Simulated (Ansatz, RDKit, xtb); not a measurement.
# C6H5FS2: ranking a sample of isomers

A sample of isomers of C6H5FS2 is drawn. Aim: find which of them has the lowest free energy at 298.15 K, then its properties. The sample is small against all isomers, and the most stable one of this formula need not be in it.

Plan: many cheap relaxations first (GFN2-xTB), then density-functional screening, relaxation at PBE0-D3(BJ)/def2-SVP, vibrations (at GFN2-xTB) and a final energy. The numbers are computed, not measured.

## Step 1: Drawing up candidates

Isomers were taken from a list of plausible structures; this is a sample, not all of them. That gives 6 candidates.

```tsv
label	SMILES	spin
c300	CC(=S)c1cscc1F	singlet
c308	Fc1cc2c(s1)CSC2	singlet
c313	C=Cc1cc(F)c(S)s1	singlet
c454	CC(=S)c1ccc(F)s1	singlet
c683	Cc1cc(=S)cc(F)s1	singlet
c931	Fc1ccc(S)cc1S	singlet
```

Candidates are built by distance geometry, with a force field where one applies, in up to four conformers (letters a to d).

Q: Predict the outcome of this search (final energies at CCSD(T)/def2-SVP + MP2/def2-TZVPP - MP2/def2-SVP).

| quantity | value |
| --- | --- |
| lowest structure found | Fc1ccc(S)cc1S, singlet |
| next finalist | Fc1cc2c(s1)CSC2, singlet, 13.3 kcal/mol higher in G |
| share at equilibrium, among the finalists | 100.0 % |

`Fc1ccc(S)cc1S` comes out lowest. Among the finalists first place is clear (13.3 kcal/mol); structures outside the list aren't covered. GFN2-xTB, r2SCAN-D4/def2-SVP, PBE0-D3(BJ)/def2-SVP, HF/def2-SVP and MP2/def2-SVP already put its bonding pattern lowest among the structures in one piece; HF/STO-3G favours the singlet Fc1cc2c(s1)CSC2. The search is not exhaustive (a finite list of starts, one conformer a finalist), so a lower isomer can't be ruled out. Only 6 drawn patterns were tried, so whole families of isomers are missing, and the result ranks this sample alone.
